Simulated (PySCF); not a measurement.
**One shape, several levels: doublet SnO−**

Aim: a comparison of 6 runs (U-r2SCAN/def2-TZVPPD, UB2PLYP/def2-TZVPPD, UBLYP/def2-TZVPPD, UM06-2X/def2-TZVPPD, UM06-L/def2-TZVPPD, UTPSS/def2-TZVPPD) of doublet SnO−. Input form: a Python script.

Program for the calculation: PySCF 2.14.0.

1 further run of the same task is left out (set aside as unsound or not needed).

### Step 1. The structure to begin with

SnO− has 2 atoms, charge -1, and is taken as a doublet. SMILES of the parent species: `[O]=[Sn]`. Geometry: relaxed at PBE0-D4/def2-TZVP. That shape belongs to the parent species and isn't relaxed for this state.

Bond lengths: O1–Sn2 1.818 Å.

### Step 2. The energy at U-r2SCAN/def2-TZVPPD (core potential) (run 1)

calc.py

```python
from pyscf import gto, dft

mol = gto.Mole()
mol.atom = '''
O      0.000000     0.000000    -0.013379
Sn     0.000000     0.000000     3.421652
'''
mol.basis = 'def2-tzvppd'
mol.max_memory = 1860
mol.spin = 1
mol.unit = 'bohr'
mol.charge = -1
mol.verbose = 4
mol.ecp = {'Sn': 'def2-svp'}
mol.build()

mf = dft.UKS(mol)
mf.xc = 'r2scan'
mf.conv_tol = 1e-10
mf.grids.level = 5
mf.kernel()
if not mf.converged:
    mf = mf.newton().run(mf.mo_coeff, mf.mo_occ)

e_tot = mf.e_tot
print('E(%s) = %.9f' % ('R2SCAN', e_tot))
```

Started as:

```sh
$ OMP_NUM_THREADS=1 python calc.py
```

Standard output:

```text
PySCF version 2.14.0

[INPUT] num. atoms = 2
[INPUT] num. electrons = 31
[INPUT] charge = -1
[INPUT] spin (= nelec alpha-beta = 2S) = 1
[INPUT] symmetry False subgroup None
[INPUT] Mole.unit = bohr
[INPUT] Symbol           X                Y                Z      unit          X                Y                Z       unit  Magmom
[INPUT]  1 O      0.000000000000   0.000000000000  -0.007079861905 AA    0.000000000000   0.000000000000  -0.013379000000 Bohr   0.0
[INPUT]  2 Sn     0.000000000000   0.000000000000   1.810660262099 AA    0.000000000000   0.000000000000   3.421652000000 Bohr   0.0

nuclear repulsion = 51.2368010652597
number of shells = 32
number of NR pGTOs = 152
number of NR cGTOs = 96
basis = def2-tzvppd
ecp = {'Sn': 'def2-svp'}

[... 35 lines left out ...]
[... the frontier-level lines of each cycle are left out ...]
[... 3 lines left out ...]
[... 62 lines left out ...]
converged SCF energy = -289.617700231363  <S^2> = 0.75679532  2S+1 = 2.0067838
E(R2SCAN) = -289.617700231
```

Run time: 32 s. Hardware: 1 thread of Arm Neoverse V2, shared host; peak memory 0.52 GiB.

### Step 3. The energy at UB2PLYP/def2-TZVPPD (core potential) (run 2)

calc.py

```python
from pyscf import gto, dft, mp

mol = gto.M(
    atom=[
    ('O', (-0.000000, 0.000000, -0.007080)),
    ('Sn', (0.000000, -0.000000, 1.810660)),
],
    max_memory=1860,
    basis='def2-tzvppd',
    spin=1,
    verbose=3,
    ecp={'Sn': 'def2-svp'},
    charge=-1,
)

mf = dft.UKS(mol, xc='0.53*HF + 0.47*B88, 0.73*LYP')
mf.conv_tol = 1e-10
mf.grids.level = 5
mf.kernel()
if not mf.converged:
    mf = mf.newton().run(mf.mo_coeff, mf.mo_occ)

pt = mp.MP2(mf, frozen=5).run()
etot = mf.e_tot + 0.27 * pt.e_corr
print('PT2 part  %.8f' % (0.27 * pt.e_corr))
print('E(%s) = %.9f' % ('B2PLYP', etot))
```

Started as:

```sh
$ OMP_NUM_THREADS=1 python calc.py
```

Standard output:

```text
WARN: HOMO -0.558157879999884 >= LUMO -0.558157879999888

converged SCF energy = -289.134024780481  <S^2> = 0.75869605  2S+1 = 2.0086772
E(UMP2) = -289.840204470053  E_corr = -0.706179689572406
E(SCS-UMP2) = -289.786700964219  E_corr = -0.652676183738622
PT2 part  -0.19066852
E(B2PLYP) = -289.324693297
```

It took 18 s on 1 thread of Arm Neoverse V2, shared host; peak memory 0.46 GiB.

### Step 4. A single-point energy at UBLYP/def2-TZVPPD (core potential) (run 3)

input.xyz

```xyz
2

O      0.000000     0.000000    -0.007080
Sn     0.000000     0.000000     1.810660
```

calc.py

```python
from pyscf import gto, dft

mol = gto.M(
    atom='input.xyz',
    verbose=4,
    charge=-1,
    basis='def2-tzvppd',
    spin=1,
    ecp={'Sn': 'def2-svp'},
    max_memory=1860,
)

mf = dft.UKS(mol, xc='blyp')
mf.conv_tol = 1e-10
mf.grids.level = 5
mf.kernel()
if not mf.converged:
    mf = mf.newton().run(mf.mo_coeff, mf.mo_occ)

e_tot = mf.e_tot
print(f'total energy: {e_tot:.8f} hartree')
```

Started as:

```sh
$ OMP_NUM_THREADS=1 python calc.py
```

Standard output:

```text
PySCF version 2.14.0

[INPUT] num. atoms = 2
[INPUT] num. electrons = 31
[INPUT] charge = -1
[INPUT] spin (= nelec alpha-beta = 2S) = 1
[INPUT] symmetry False subgroup None
[INPUT] Mole.unit = angstrom
[INPUT] Symbol           X                Y                Z      unit          X                Y                Z       unit  Magmom
[INPUT]  1 O      0.000000000000   0.000000000000  -0.007080000000 AA    0.000000000000   0.000000000000  -0.013379260962 Bohr   0.0
[INPUT]  2 Sn     0.000000000000   0.000000000000   1.810660000000 AA    0.000000000000   0.000000000000   3.421651504705 Bohr   0.0

nuclear repulsion = 51.2368045605642
number of shells = 32
number of NR pGTOs = 152
number of NR cGTOs = 96
basis = def2-tzvppd
ecp = {'Sn': 'def2-svp'}

[... 34 lines left out ...]
[... the frontier-level lines of each cycle are left out ...]
[... 3 lines left out ...]
[... 62 lines left out ...]
converged SCF energy = -289.526517377512  <S^2> = 0.75183266  2S+1 = 2.0018318
total energy: -289.52651738 hartree
```

It took 14 s on 1 thread of Arm Neoverse V2, shared host; peak memory 0.46 GiB.

Runs 4 to 5 aren't shown in full; the table further down has their settings and results.

### Step 5. The energy at UTPSS/def2-TZVPPD (core potential) (run 6)

job.py

```python
from pyscf import gto, dft

mol = gto.M(
    atom=[
    ('O', (-0.000000, 0.000000, -0.007080)),
    ('Sn', (0.000000, -0.000000, 1.810660)),
],
    max_memory=1860,
    basis='def2-tzvppd',
    verbose=4,
    spin=1,
    ecp={'Sn': 'def2-svp'},
    charge=-1,
)

mf = dft.UKS(mol, xc='tpss')
mf.grids.level = 5
mf.conv_tol = 1e-10
mf.kernel()
if not mf.converged:
    mf = mf.newton().run(mf.mo_coeff, mf.mo_occ)

e_tot = mf.e_tot
print('E = %.10f Eh' % e_tot)
```

Started as:

```sh
$ OMP_NUM_THREADS=1 python job.py
```

Standard output:

```text
PySCF version 2.14.0

[INPUT] num. atoms = 2
[INPUT] num. electrons = 31
[INPUT] charge = -1
[INPUT] spin (= nelec alpha-beta = 2S) = 1
[INPUT] symmetry False subgroup None
[INPUT] Mole.unit = angstrom
[INPUT] Symbol           X                Y                Z      unit          X                Y                Z       unit  Magmom
[INPUT]  1 O      0.000000000000   0.000000000000  -0.007080000000 AA    0.000000000000   0.000000000000  -0.013379260962 Bohr   0.0
[INPUT]  2 Sn     0.000000000000   0.000000000000   1.810660000000 AA    0.000000000000   0.000000000000   3.421651504705 Bohr   0.0

nuclear repulsion = 51.2368045605642
number of shells = 32
number of NR pGTOs = 152
number of NR cGTOs = 96
basis = def2-tzvppd
ecp = {'Sn': 'def2-svp'}

[... 33 lines left out ...]
[... the frontier-level lines of each cycle are left out ...]
[... 60 lines left out ...]
converged SCF energy = -289.494799796385  <S^2> = 0.75342527  2S+1 = 2.0034223
E = -289.4947997964 Eh
```

Wall time 32 s (1 thread of Arm Neoverse V2, shared host); peak memory 0.52 GiB.

### Step 6. The series

```
run                                  level  frozen core orbitals  energy (Eh)  HOMO energy (eV)  LUMO energy (eV)   ⟨S²⟩  wall time
  1  U-r2SCAN/def2-TZVPPD (core potential)                     –  -289.617700              1.90              2.35  0.757       32 s
  2   UB2PLYP/def2-TZVPPD (core potential)                     5  -289.324693              0.66              3.82  0.759       18 s
  3     UBLYP/def2-TZVPPD (core potential)                     –  -289.526517              2.30              2.39  0.752       14 s
  4   UM06-2X/def2-TZVPPD (core potential)                     –  -289.467397              0.55              3.44  0.760       38 s
  5    UM06-L/def2-TZVPPD (core potential)                     –  -289.709475              2.12              2.48  0.754       32 s
  6     UTPSS/def2-TZVPPD (core potential)                     –  -289.494800              2.04              2.36  0.753       32 s
```

### Step 7. Outcome

| quantity | value |
| --- | --- |
| run 6: total energy | -289.49480 Eh |
| run 6: HOMO energy (highest over α and β) | 2.04 eV |
| run 6: LUMO energy (lowest over α and β) | 2.36 eV |
| run 6: ⟨S²⟩ | 0.753 |

What this shows: Totals of different functionals can't be ranked against each other. In runs 1, 2, 3, 4, 5, 6 the HOMO lies above zero, so the outermost electron may be held by the basis alone. All runs together took 2.8 min, the longest 38 s.
